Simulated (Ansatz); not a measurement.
**B₂GeH (quartet): wave-function methods side by side at a displaced geometry (v1), cc-pVDZ**

One table from this session's results is given with a row withheld; the runs are named, their logs left out.

Program: Ansatz 0.2.0, Gaussian basis. Level of theory: cc-pVDZ, core rule «outside noble gas», up to 16 orbitals frozen. These are calculated values, not measurements.

To be run: UHF; CCSD(T) on ROHF; CCSD(T) on UHF; BCCD(T) on ROHF; CISD; CCSDT(Q) on ROHF; CCSDT(Q) on UHF.

33 further runs of the same task are left out: 22 that didn't finish, 11 set aside as unsound or not needed.

**The system**

The geometry is a PBE0/def2-TZVP stationary point (not a proven minimum) with its atoms shifted at random (size 0.040 Å). No spin-orbit coupling is included. The filled d shell of Ge may be among the frozen orbitals whatever the setting's name suggests; the logs give the count.

4 atoms, charge 0, spin multiplicity 4.

Atoms are counted from 1 here; the program's logs count them from 0.

Bond lengths: B1–Ge2 2.103 Å, B1–B3 1.729 Å, Ge2–B3 2.079 Å, B3–H4 1.109 Å. Angles: Ge2–B1–B3 64.8°, B1–Ge2–B3 48.8°, B1–B3–Ge2 66.3°, B1–B3–H4 137.6°, Ge2–B3–H4 154.6°.

Coordinates:

```
B     0.0093   -1.0519   -1.3406
Ge   -0.0008    0.0376    0.4586
B    -0.0145    0.6678   -1.5224
H     0.1120    1.4075   -2.3392
```

Set-up of the first run:

in.yaml reads:

```yaml
crystal:
  periodic: [false, false, false]
  atoms:
    - {symbol: B, position_ang: [0.009319, -1.051937, -1.340627]}
    - {symbol: Ge, position_ang: [-0.000780, 0.037640, 0.458567]}
    - {symbol: B, position_ang: [-0.014527, 0.667809, -1.522434]}
    - {symbol: H, position_ang: [0.112050, 1.407465, -2.339157]}
basis:
  gaussian: {orbitals: cc-pVDZ}
magnetization: {spin_polarized: true, initial_magnetization: 3}
hamiltonian: {xc: hf}
output: {orbitals: {seedname: orbitals}}
```

On the command line:

```
> ansatz run in.yaml --threads 1 --pin off --events-out ev --progress --plain --max-ram 2393MiB
```

Among the steps run: UHF; CCSD(T) on ROHF; CCSD(T) on UHF; BCCD(T) on ROHF; CISD; CCSDT(Q) on ROHF; CCSDT(Q) on UHF.

One of the session's tables, all rows but one given; the rest of the session is left out.

| method | from UCCSDT(Q) (meV) |
| --- | --- |
| ROHF | +6847.6 |
| UHF | +6703.1 |
| RMP2 | +1375.5 |
| UMP2 | +1403.5 |
| CISD | +966.5 |
| RCCSD | +423.1 |
| UCCSD | +415.7 |
| RCCSD(T) | ? |
| UCCSD(T) | +82.8 |
| BCCD(T) | +79.1 |
| RCCSDT | +33.2 |
| UCCSDT | +29.4 |
| RCCSDT(Q) | +4.6 |
| UCCSDT(Q) | 0 |

**Question.** Estimate the row for RCCSD(T).

**Answer.** from UCCSDT(Q) (meV): +85.3. In the column «from UCCSDT(Q) (meV)» it lies between UCCSD(T) (+82.8) and UCCSD (+415.7).

Limits of these values: Restricted and unrestricted rows rest on different reference determinants; where their highest levels disagree by more than a few hundredths of an eV, they describe different states and don't form one ladder.
